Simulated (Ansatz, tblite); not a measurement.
# Tetramethylammonium trifluoroacetate (C₆H₁₂F₃NO₂): rung by rung

An exercise on one series of results from a longer session: the logs are not shown, and one member is left open.

The runs use Ansatz 0.2.0, Gaussian basis; as each input shows.

The runs, in order: GFN1-xTB, GFN2-xTB, PBE-D4/def2-TZVP, r2SCAN-D4/def2-TZVP, r2SCANh-D4/def2-TZVP, revPBE-D4/def2-TZVP, PBE-D4/def2-SVP, PBE0-D4/def2-SVP, HF/STO-3G, HF/6-31G, B3LYP-D4/6-31G, MP2/def2-SVP.

## The geometry

The geometry is that of the singlet, from an earlier relaxation (PBE0-D4/def2-SVP).

SMILES `C[N+](C)(C)C.O=C([O-])C(F)(F)F`, 24 atoms, charge 0, spin multiplicity 1.

Bond lengths: C1–N2 1.494 Å, C1–H6 1.097 Å, C1–H7 1.098 Å, C1–H8 1.106 Å, N2–C3 1.495 Å, N2–C4 1.480 Å, N2–C5 1.494 Å, C3–H9 1.116 Å, C3–H10 1.098 Å, C3–H11 1.098 Å, C4–H12 1.098 Å, C4–H13 1.098 Å, C4–H14 1.097 Å, C5–H15 1.098 Å, C5–H16 1.106 Å, C5–H17 1.097 Å, O18–C19 1.250 Å, C19–O20 1.238 Å and more. Angles: N2–C1–H6 108.7°, N2–C1–H7 108.4°, N2–C1–H8 107.0°, H6–C1–H7 110.1°, H6–C1–H8 112.4°, H7–C1–H8 110.1°, C1–N2–C3 109.2°, C1–N2–C4 110.2°, C1–N2–C5 108.2°, C3–N2–C4 109.8°, C3–N2–C5 109.1°, C4–N2–C5 110.3°, N2–C3–H9 109.5°, N2–C3–H10 108.1°, N2–C3–H11 108.2°, H9–C3–H10 110.4°, H9–C3–H11 110.8°, H10–C3–H11 109.7° and more.

PBE0-D4/def2-TZVP was run before; its log isn't repeated, and its numbers join the tables.

Set-up of the first run:

Tight binding, by tblite at 300 K electronic temperature and without a spin-polarisation term:

```python
tblite.interface.Calculator('GFN1-xTB', numbers, positions, charge=0, uhf=0).singlepoint()
```

Tight binding, by tblite at 300 K electronic temperature and without a spin-polarisation term:

```python
tblite.interface.Calculator('GFN2-xTB', numbers, positions, charge=0, uhf=0).singlepoint()
```

start.molden holds the orbitals of an earlier run on this state, given as this run's starting guess.

Input file in.yaml:

```yaml
crystal:
  periodic: [false, false, false]
  atoms:
    - {symbol: C, position_ang: [-1.420171, -0.359173, 0.838120]}
    - {symbol: N, position_ang: [-0.255576, 0.438591, 1.326933]}
    - {symbol: C, position_ang: [0.977346, -0.403759, 1.263154]}
    - {symbol: C, position_ang: [-0.488453, 0.883899, 2.719445]}
    - {symbol: C, position_ang: [-0.087481, 1.619079, 0.427243]}
    - {symbol: H, position_ang: [-1.485260, -1.283410, 1.425872]}
    - {symbol: H, position_ang: [-2.330876, 0.239023, 0.972984]}
    - {symbol: H, position_ang: [-1.250011, -0.554952, -0.237524]}
    - {symbol: H, position_ang: [1.158126, -0.718844, 0.207456]}
    - {symbol: H, position_ang: [1.819738, 0.194870, 1.633982]}
    - {symbol: H, position_ang: [0.829404, -1.277337, 1.911475]}
    - {symbol: H, position_ang: [-1.393595, 1.503503, 2.757329]}
    - {symbol: H, position_ang: [-0.614619, 0.003420, 3.362390]}
    - {symbol: H, position_ang: [0.375724, 1.468414, 3.060077]}
    - {symbol: H, position_ang: [-0.956672, 2.277857, 0.553319]}
    - {symbol: H, position_ang: [-0.051017, 1.233878, -0.608652]}
    - {symbol: H, position_ang: [0.831639, 2.148358, 0.708122]}
    - {symbol: O, position_ang: [-0.479554, -0.123345, -1.995326]}
    - {symbol: C, position_ang: [0.530893, -0.799060, -2.285124]}
    - {symbol: O, position_ang: [1.448728, -1.197720, -1.556029]}
    - {symbol: C, position_ang: [0.669399, -1.216872, -3.771960]}
    - {symbol: F, position_ang: [1.841633, -0.812555, -4.274988]}
    - {symbol: F, position_ang: [0.621485, -2.550302, -3.891933]}
    - {symbol: F, position_ang: [-0.290831, -0.713555, -4.546377]}
basis:
  gaussian: {orbitals: def2-TZVP, initial_orbitals: start.molden}
hamiltonian: {xc: pbe, dispersion: d4}
scf: {omitted_lower_state_checks: [starts]}
output: {orbitals: {seedname: orbitals}}
```

Command:

```
$ ansatz run in.yaml --threads 4 --pin off --events-out ev --progress --plain --max-ram 6963MiB
```

Among the steps run: PBE-D4/def2-TZVP; r2SCAN-D4/def2-TZVP; r2SCANh-D4/def2-TZVP; revPBE-D4/def2-TZVP; PBE-D4/def2-SVP; PBE0-D4/def2-SVP; HF/STO-3G; HF/6-31G; B3LYP-D4/6-31G; MP2/def2-SVP.

One table of the session follows, with a row left open; its other results are not shown here.

It belongs to the step «Binding energy». 

```
               level  binding an atom (eV)
           HF/STO-3G                 3.121
            HF/6-31G                 2.590
         HF/def2-SVP                 2.944
     PBE-D4/def2-SVP                 4.325
    PBE-D4/def2-TZVP                 4.258
 revPBE-D4/def2-TZVP                 4.133
 r2SCAN-D4/def2-TZVP                 4.136
r2SCANh-D4/def2-TZVP                 4.099
      B3LYP-D4/6-31G                 3.943
    PBE0-D4/def2-SVP                 4.205
   PBE0-D4/def2-TZVP                     ?
        MP2/def2-SVP                 4.015
```

**Question.** Estimate the row for PBE0-D4/def2-TZVP.

The run gave: binding an atom (eV): 4.144. In the column «binding an atom (eV)» it lies between r2SCAN-D4/def2-TZVP (4.136) and PBE0-D4/def2-SVP (4.205).

Limits of these values: Free atoms were run apart at each level; binding is atoms less cluster, divided by the number of atoms, without zero-point or spin-orbit terms.
